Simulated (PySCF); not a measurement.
# Beryllium: the same states on changed settings

The task here is to estimate one member of a computed series from the others.

The numbers are computed with PySCF 2.14.0 (unrestricted determinants in a Gaussian basis, no spin-orbit coupling in the energies), except any that are marked as measured or tabulated.

### What is computed

```
Element                                   : beryllium (Z = 4)
Basis                                     : x2c-SVPall (3s2p, 9 functions)
Hamiltonian                               : the spin-free X2C one-electron Hamiltonian (Gaussian nucleus)
State 1                                   : Be: [He] 2s2, closed-shell 1S
State 2                                   : Be⁺: [He] 2s1, 2S determinant
Methods                                   : MP2, CCSD(T)
Core shells frozen in the correlated runs : all electrons: nothing (for Be)
```

The outer shells:

Be [He] 2s2
```
[He] core
2s [↑↓]
```

Be+ [He] 2s1
```
[He] core
2s [↑ ]
```

The sound run (x2c-SVPall, scalar relativity by spin-free X2C-1e, symmetry-adapted start, fine grid, valence correlation) gave:

```
species             method  energy (hartree)
     Be                UHF         -14.55620
     Be                LDA         -14.43079
     Be               PBE0         -14.62112
     Be      MP2 (valence)         -14.57823
     Be  CCSD(T) (valence)         -14.60039
    Be⁺                UHF         -14.26333
    Be⁺                LDA         -14.10137
    Be⁺               PBE0         -14.29270
```

One driver process ran all states and methods and kept the integrals in memory. Each run is shown as a PySCF script that sums up its settings (the driver passes frozen orbitals as a list and adds second-order terms of double hybrids); the logs are those of the runs themselves. The driver starts from symmetry-adapted Hartree-Fock orbitals, holds the occupation by maximum overlap and uses a logarithmic radial grid for functionals, so a plain start would take other cycles.

Set-up of the first run:

The driver's launch:

```bash
$ OMP_NUM_THREADS=1 python atomrun2.py TASK.json OUT
```

File input.py:

```python
from pyscf import gto, scf, dft, mp, cc
import basis_set_exchange as bse
mol = gto.M(atom="Be 0 0 0", charge=0, spin=0, symmetry="D2h",
            basis=gto.basis.parse(bse.get_basis("x2c-SVPall", elements=["Be"], fmt="nwchem", header=False)),
            nucmod="G")
mf = scf.UHF(mol).sfx2c1e()
mf.irrep_nelec = {'Ag': (2, 2)}
mf.kernel()
mp.UMP2(mf, frozen=0).kernel()
```

File input.py:

```python
from pyscf import gto, scf, dft, mp, cc
import basis_set_exchange as bse
mol = gto.M(atom="Be 0 0 0", charge=0, spin=0, symmetry="D2h",
            basis=gto.basis.parse(bse.get_basis("x2c-SVPall", elements=["Be"], fmt="nwchem", header=False)),
            nucmod="G")
mf = scf.UHF(mol).sfx2c1e()
mf.irrep_nelec = {'Ag': (2, 2)}
mf.kernel()
mycc = cc.CCSD(mf, frozen=0).run()
mycc.ccsd_t()
```

Among the steps run: Changed run, Be: the ladder of methods; Changed run, Be⁺, method by method.

One table of the session follows, with a row left open; its other results are not shown here.

Ionisation energy of Be:

| method | sound run (eV) |
| --- | --- |
| UHF | 7.970 |
| MP2 | ? |
| SCS-MP2 | 8.689 |
| CCSD | 9.172 |
| CCSD(T) | 9.172 |

Q: Estimate the row for MP2 from the others.

As computed: sound run (eV): 8.569. In the column «sound run (eV)» it lies between UHF (7.970) and SCS-MP2 (8.689).
